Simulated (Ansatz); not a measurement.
**Si(vinyl)2F2 (C₄H₆F₂Si): the relaxed shape and its frontier levels**

What does Si(vinyl)2F2 (C₄H₆F₂Si) look like as a singlet, and where do its frontier electrons sit?

Computed with Ansatz 0.2.0, Gaussian basis. Level: RKS PBE0-D4/def2-TZVP.

Levels to be run: relaxation at r2SCAN-D4/def2-SVP; a single point at PBE0-D4/def2-TZVP.

2 further runs of the same task are left out: 2 set aside as unsound or not needed.

**1. The starting structure**

13 atoms, charge 0, spin multiplicity 1.

Atoms are counted from 1 here; the program's logs count them from 0.

Bond lengths: Si1–C2 1.878 Å, Si1–C7 1.872 Å, Si1–F12 1.608 Å, Si1–F13 1.609 Å, C2–C3 1.326 Å, C2–H4 1.083 Å, C3–H5 1.078 Å, C3–H6 1.079 Å, C7–C8 1.325 Å, C7–H9 1.083 Å, C8–H10 1.078 Å, C8–H11 1.079 Å. Angles: C2–Si1–C7 115.5°, C2–Si1–F12 110.6°, C2–Si1–F13 109.7°, C7–Si1–F12 109.0°, C7–Si1–F13 110.7°, F12–Si1–F13 100.2°, Si1–C2–C3 123.9°, Si1–C2–H4 117.7°, C3–C2–H4 118.4°, C2–C3–H5 121.8°, C2–C3–H6 122.2°, H5–C3–H6 116.0°, Si1–C7–C8 124.8°, Si1–C7–H9 116.9°, C8–C7–H9 118.3°, C7–C8–H10 121.8°, C7–C8–H11 122.3°, H10–C8–H11 115.9°.

Coordinates:

```
Si   -0.48802    0.24892   -0.52350
C    -0.57776    0.24392    1.35242
C    -1.71179    0.24050    2.03898
H     0.35591    0.23990    1.90135
H    -2.67155    0.24346    1.54914
H    -1.73129    0.23335    3.11818
C     1.23831    0.24965   -1.24864
C     1.98781   -0.83053   -1.41615
H     1.64401    1.20837   -1.54698
H     1.63806   -1.81226   -1.14118
H     2.97642   -0.78488   -1.84563
F    -1.30822    1.49368   -1.12630
F    -1.35190   -0.97407   -1.11170
```

The start is a GFN2-xTB geometry.

**2. Relaxation at r2SCAN-D4/def2-SVP**

in.yaml

```yaml
crystal:
  periodic: [false, false, false]
  atoms:
    - {symbol: Si, position_ang: [-0.488020, 0.248920, -0.523500]}
    - {symbol: C, position_ang: [-0.577760, 0.243920, 1.352420]}
    - {symbol: C, position_ang: [-1.711790, 0.240500, 2.038980]}
    - {symbol: H, position_ang: [0.355910, 0.239900, 1.901350]}
    - {symbol: H, position_ang: [-2.671550, 0.243460, 1.549140]}
    - {symbol: H, position_ang: [-1.731290, 0.233350, 3.118180]}
    - {symbol: C, position_ang: [1.238310, 0.249650, -1.248640]}
    - {symbol: C, position_ang: [1.987810, -0.830530, -1.416150]}
    - {symbol: H, position_ang: [1.644010, 1.208370, -1.546980]}
    - {symbol: H, position_ang: [1.638060, -1.812260, -1.141180]}
    - {symbol: H, position_ang: [2.976420, -0.784880, -1.845630]}
    - {symbol: F, position_ang: [-1.308220, 1.493680, -1.126300]}
    - {symbol: F, position_ang: [-1.351900, -0.974070, -1.111700]}
basis:
  gaussian: {orbitals: def2-SVP}
hamiltonian: {xc: r2scan, dispersion: d4}
scf: {lower_state_search: "off"}
output: {orbitals: {seedname: orbitals}}
relax: {f_tol: 0.02, max_steps: 100}
```

Command:

```bash
$ ansatz run in.yaml --threads 4 --pin off --events-out ev --progress --plain --max-ram 4787MiB
```

The runs that follow: Single point, PBE0-D4/def2-TZVP.

Before running them: what should the planned runs give, taken together? Wanted: point group; commonest bond, hydrogen aside; HOMO, LUMO at PBE0-D4/def2-TZVP; dipole at r2SCAN-D4/def2-SVP.

The runs gave:

| quantity | value |
| --- | --- |
| point group | C2 |
| commonest bond, hydrogen aside | C–Si, 2 of mean length 1.847 Å |
| HOMO, LUMO at PBE0-D4/def2-TZVP | -8.28, -1.19 eV |
| dipole at r2SCAN-D4/def2-SVP | 2.26 D |

In words: The molecule keeps its bonding pattern by the stored test; the atoms moved 0.70 Å (rms). No usable vibrations, so a minimum isn't proven. The HOMO lies nearest to 4 C atoms about 20 % each and the LUMO to 4 C atoms about 15 % each; Si1 8 %. The point group is read from a loosely relaxed geometry; soft torsions can leave it below the true symmetry.
